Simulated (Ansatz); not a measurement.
A run of Ansatz 0.2.0 is set up as follows.

Contents of input.yaml:

```yaml
crystal:
  lattice:
    - [4.00294434, 0.0, 0.0]
    - [0.0, 4.00294434, 0.0]
    - [0.0, 0.0, 4.00294434]
  atoms:
    - { symbol: Bi, position: [0.5, 0.5, 0.5] }
    - { symbol: S, position: [0.0, 0.0, 0.0] }
hamiltonian:
  xc: pbe
  pseudopotentials: { kind: paw }
kpoints:
  mp_grid: { grid: [7, 7, 7] }
  band_path:
    path:
      - [[0.0, 0.0, 0.0], [0.0, 0.5, 0.0], [0.5, 0.5, 0.0], [0.0, 0.0, 0.0], [0.5, 0.5, 0.5], [0.0, 0.5, 0.0]]
      - [[0.5, 0.5, 0.0], [0.5, 0.5, 0.5]]
    npoints: 14
scf:
  occupations: { method: fermi_dirac, width: 0.05 }
  n_extra_bands: 6
output:
  forces: true
  stress: true
  eigenvalues: true
  fatbands: false
  write_density: true
  write_potential: true
  elf: true
  volumetric_format: npy
```

Potentials or basis: Ansatz PAW.

Run with:

```bash
$ ansatz run input.yaml --threads 2 --pin off --max-ram 5632MiB --backend cpu --events-out ev --progress --plain --runs-dir out
```

**Question.** Predict the pressure.

**Answer.** -10.9 GPa.

**Question.** Predict the band gap on the k mesh.

**Answer.** None (metal or under the smearing width).

Levels at the corners of the path, in eV from the Fermi level:
| point | band 6 | band 7 | band 8 | band 9 | band 10 | band 11 | band 12 | band 13 | band 14 | band 15 |
| --- | --- | --- | --- | --- | --- | --- | --- | --- | --- | --- |
| Γ | -13.07 | -10.02 | -2.18 | -2.18 | -2.18 | 2.51 | 2.51 | 2.51 | 4.50 | 4.50 |
| X | -11.97 | -11.19 | -1.91 | -1.69 | -1.28 | -1.28 | 1.08 | 1.08 | 6.32 | 6.85 |
| M | -11.67 | -10.62 | -4.28 | -4.28 | -1.08 | 1.44 | 1.44 | 1.86 | 5.56 | 6.39 |
| Γ | -13.07 | -10.02 | -2.18 | -2.18 | -2.18 | 2.51 | 2.51 | 2.51 | 4.50 | 4.50 |
| R | -11.50 | -10.16 | -2.57 | -2.57 | -2.57 | -1.77 | -1.77 | -1.77 | 9.93 | 9.93 |
| X | -11.97 | -11.19 | -1.91 | -1.69 | -1.28 | -1.28 | 1.08 | 1.08 | 6.32 | 6.85 |
| M | -11.67 | -10.62 | -4.28 | -4.28 | -1.08 | 1.44 | 1.44 | 1.86 | 5.56 | 6.39 |
| R | -11.50 | -10.16 | -2.57 | -2.57 | -2.57 | -1.77 | -1.77 | -1.77 | 9.93 | 9.93 |

Caveat: spin-orbit coupling is left out, which moves the levels of the heavy elements.
